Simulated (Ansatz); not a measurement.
# CH2NSi (SMILES N#C[SiH2]): U-revPBE/STO-3G

Aim: the electronic atomisation energy of CH2NSi at U-revPBE/STO-3G, from 5 runs. 

Program for the calculation: Ansatz 0.2.0.

74 further runs of the same task are left out: 5 that didn't finish, 69 set aside as unsound or not needed.

### Step 1. The system as given

CH2NSi has 5 atoms, charge 0, and is taken as a doublet. SMILES: `N#C[SiH2]`. Geometry: relaxed at PBE0-D4/def2-TZVP.

Bond lengths: N1–C2 1.155 Å, C2–Si3 1.830 Å, Si3–H4 1.480 Å, Si3–H5 1.480 Å. Angles: N1–C2–Si3 175.8°, C2–Si3–H4 109.4°, C2–Si3–H5 109.4°, H4–Si3–H5 114.2°.

### Step 2. The energy at U-revPBE/STO-3G

File job.yaml:

```yaml
crystal:
  periodic: [false, false, false]
  atoms:
    - {symbol: "N", position_ang: [1.041800, -1.219200, 1.572300]}
    - {symbol: C, position_ang: [0.565900, -0.625200, 0.703900]}
    - {symbol: Si, position_ang: [-0.092000, 0.267800, -0.751900]}
    - {symbol: H, position_ang: [-1.455400, -0.223000, -1.053700]}
    - {symbol: H, position_ang: [-0.010400, 1.726000, -0.511800]}
basis:
  gaussian:
    orbitals: STO-3G
total_charge: 0
magnetization:
  spin_polarized: true
  initial_magnetization: 1
hamiltonian:
  xc: {name: revPBE}
accuracy: high
```

Command:

```sh
$ ansatz run job.yaml --threads 1 --pin off --max-ram 2610MiB --events-out events.jsonl --progress --plain --runs-dir runs
```

The program printed:

```text
Warning: RAYON_NUM_THREADS=1 ignored (pool sized by the plan → 1); use --threads N
Functional definition: revPBE
  name "revPBE"
  parameter kappa = 1.245
  parameter beta = 0.06672455060314922
  exchange = pbe_x(kappa = kappa, mu = beta*pi^2/3)
  correlation = pbe_c(beta = beta)
375 factors; integrals over basis functions are off by at most 1.1e-8 eV
mean field evaluation 1: about -10305.9392 eV, gradient 2.1e1 eV
mean field evaluation 2: about -10265.3094 eV, gradient 7.6e1 eV
mean field evaluation 4: about -10308.8351 eV, gradient 2.8e0 eV
mean field evaluation 8: about -10308.8180 eV, gradient 3.6e-2 eV
mean field evaluation 16: about -10308.8180 eV, gradient 1.8e-6 eV
mean field -10308.81796791 eV, -378.8420727529 hartree, gradient 7.1e-8 eV, S^2 0.752156; 0 other end points of the search recorded, 0 dependent functions left out
reference -10308.81797000 eV, -378.8420728296 hartree; 15, 14 occupied and 6, 7 virtual orbitals, 375 factors
Total energy: -10308.81797000 eV, -378.8420728296 hartree
```

It took 2 s on 1 thread of Arm Neoverse V1, shared host; peak memory 0.13 GiB.

### Step 3. The C atom

File in.yaml:

```yaml
crystal:
  periodic: [false, false, false]
  atoms:
    - {symbol: C, position_ang: [0.000000, 0.000000, 0.000000]}
basis:
  gaussian: {orbitals: STO-3G}
magnetization: {spin_polarized: true, initial_magnetization: 2}
accuracy: high
hamiltonian: {xc: {name: revPBE}}
```

Run the same way, it converges to -37.33887 Eh (log not shown).

### Step 4. The H atom, same level

File molecule.yaml:

```yaml
crystal:
  periodic: [false, false, false]
  atoms:
    - {symbol: H, position_ang: [0.000000, 0.000000, 0.000000]}
basis:
  gaussian:
    orbitals: STO-3G
magnetization:
  spin_polarized: true
  initial_magnetization: 1
hamiltonian:
  xc: {name: revPBE}
accuracy: high
```

Run the same way, it converges to -0.47010 Eh (log not shown).

### Step 5. The N atom

File in.yaml:

```yaml
crystal:
  periodic: [false, false, false]
  atoms:
    - symbol: "N"
      position_ang: [0.000000, 0.000000, 0.000000]
basis:
  gaussian:
    orbitals: STO-3G
total_charge: 0
magnetization:
  spin_polarized: true
  initial_magnetization: 3
hamiltonian:
  xc: {name: revPBE}
accuracy: high
```

Run the same way, it converges to -53.87487 Eh (log not shown).

### Step 6. The Si atom, same level

File in.yaml:

```yaml
basis:
  gaussian:
    orbitals: STO-3G
crystal:
  periodic: [false, false, false]
  atoms:
    - {symbol: Si, position_ang: [0.000000, 0.000000, 0.000000]}
magnetization:
  spin_polarized: true
  initial_magnetization: 2
hamiltonian:
  xc: {name: revPBE}
accuracy: high
```

Command:

```sh
$ ansatz run in.yaml --threads 1 --pin off --max-ram 2610MiB --events-out events.jsonl --progress --plain --runs-dir runs
```

The program printed, shortened:

```text
Warning: RAYON_NUM_THREADS=1 ignored (pool sized by the plan → 1); use --threads N
[... 6 set-up lines as earlier in the session ...]
42 factors; integrals over basis functions are off by at most 2.5e-9 eV
mean field evaluation 1: about -7778.9867 eV, gradient 6.2e-1 eV
mean field evaluation 2: about -7778.9877 eV, gradient 6.6e-2 eV
mean field evaluation 4: about -7778.9870 eV, gradient 1.2e-3 eV
mean field evaluation 8: about -7778.9870 eV, gradient 3.3e-10 eV
mean field evaluation 16: about -7778.9869 eV, gradient 3.3e-4 eV
mean field -7778.98701514 eV, -285.8725000196 hartree, gradient 2.1e-10 eV, S^2 2.000001; 1 other end points of the search recorded, 0 dependent functions left out
reference -7778.98701697 eV, -285.8725000870 hartree; 8, 6 occupied and 1, 3 virtual orbitals, 42 factors
Total energy: -7778.98701697 eV, -285.8725000870 hartree
```

It took 0.48 s on 1 thread of Arm Neoverse V1, shared host.

### Step 7. Summary of results

At U-revPBE/STO-3G:

| quantity | value |
| --- | --- |
| molecule: total energy | -378.84207 Eh |
| molecule: ⟨S²⟩ | 0.752 |
| C atom: total energy | -37.33887 Eh |
| C atom: ⟨S²⟩ | 2.000 |
| H atom: total energy | -0.47010 Eh |
| H atom: ⟨S²⟩ | 0.750 |
| N atom: total energy | -53.87487 Eh |
| N atom: ⟨S²⟩ | 3.750 |
| Si atom: total energy | -285.87250 Eh |
| Si atom: ⟨S²⟩ | 2.000 |
| electronic atomisation energy | 22.195 eV |

What this shows: Taking the molecule apart into free atoms costs 22.19 eV (2141 kJ/mol), before zero-point energy and without spin-orbit coupling. In a minimal basis such a difference can be off by several eV, whatever the method.
